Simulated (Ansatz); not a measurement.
# ReP (rocksalt): other levels of theory at one geometry

One table from this session's results is given with a row withheld; the runs are named, their logs left out.

Computed with Ansatz 0.2.0 (DFT at several levels, plane waves, PAW, unless a step's input says otherwise).

1 further run of the same task is left out (it didn't finish). Runs told in other sessions of the task aren't counted.

**The structure to begin with**

The structure is cubic, space group Fm-3m (No. 225). The conventional cell has a = 4.916 Å, b = 4.916 Å, c = 4.916 Å, α = 90.00°, β = 90.00°, γ = 90.00°. Re (site symmetry m-3m) has 6 P at 2.46 Å in its first shell of neighbours. P (site symmetry m-3m) has 6 Re at 2.46 Å in its first shell of neighbours.

Structure file:

```
Re P
1.0
     0.00000    2.45798    2.45798
     2.45798    0.00000    2.45798
     2.45798    2.45798    0.00000
Re P
1 1
Direct
  0.50000 0.50000 0.50000
  0.00000 0.00000 0.00000
```

This cell comes from an earlier session at PBE: 14.850 Å³/atom at 0.00 GPa, on a 12×12×12 mesh, no gap.

Levels to run: PBE+SOC; r²SCAN; PBEsol; LDA. Hardware: 2 threads of Arm Neoverse V2, shared host.

Set-up of the first run:

input.yaml

```yaml
crystal:
  lattice:
    - [0.0, 2.4579799456, 2.4579799456]
    - [2.4579799456, 0.0, 2.4579799456]
    - [2.4579799456, 2.4579799456, 0.0]
  atoms:
    - { symbol: Re, position: [0.5, 0.5, 0.5] }
    - { symbol: P, position: [0.0, 0.0, 0.0] }
basis:
  ecutwfc: 420
  ecutrho_ratio: 4
kpoints:
  mp_grid: { grid: [12, 12, 12] }
hamiltonian:
  xc: pbe
scf:
  occupations: { method: gaussian, width: 0.05 }
output:
  forces: true
  stress: true
  eigenvalues: true
  populations: true
  dos: { projected: true, de: 0.02 }
  write_density: true
  write_potential: true
  elf: true
  volumetric_format: npy
magnetization:
  noncollinear: true
  spin_orbit: true
```

The run is started by

```bash
ansatz run input.yaml --threads 2 --pin off --max-ram 2662MiB --backend cpu --events-out ev --progress --plain --runs-dir out
```

Steps of the session up to this table: PBE+SOC; r²SCAN; PBEsol; LDA.

One of the session's tables, all rows but one given; the rest of the session is left out.

```
  level  pressure (GPa)
    PBE             0.0
    LDA            -9.9
 PBEsol            -6.5
PBE+SOC             1.3
 r²SCAN               ?
```

Estimate the missing values for r²SCAN.

As computed: pressure (GPa): -3.3. In the column «pressure (GPa)» it lies between PBEsol (-6.5) and PBE (0.0).

The pressure runs from -9.9 GPa (LDA) to 1.3 GPa (PBE+SOC); a negative pressure means that level wants a smaller cell, a positive one a larger cell. Total energies of different levels have different zeros and can't be compared.
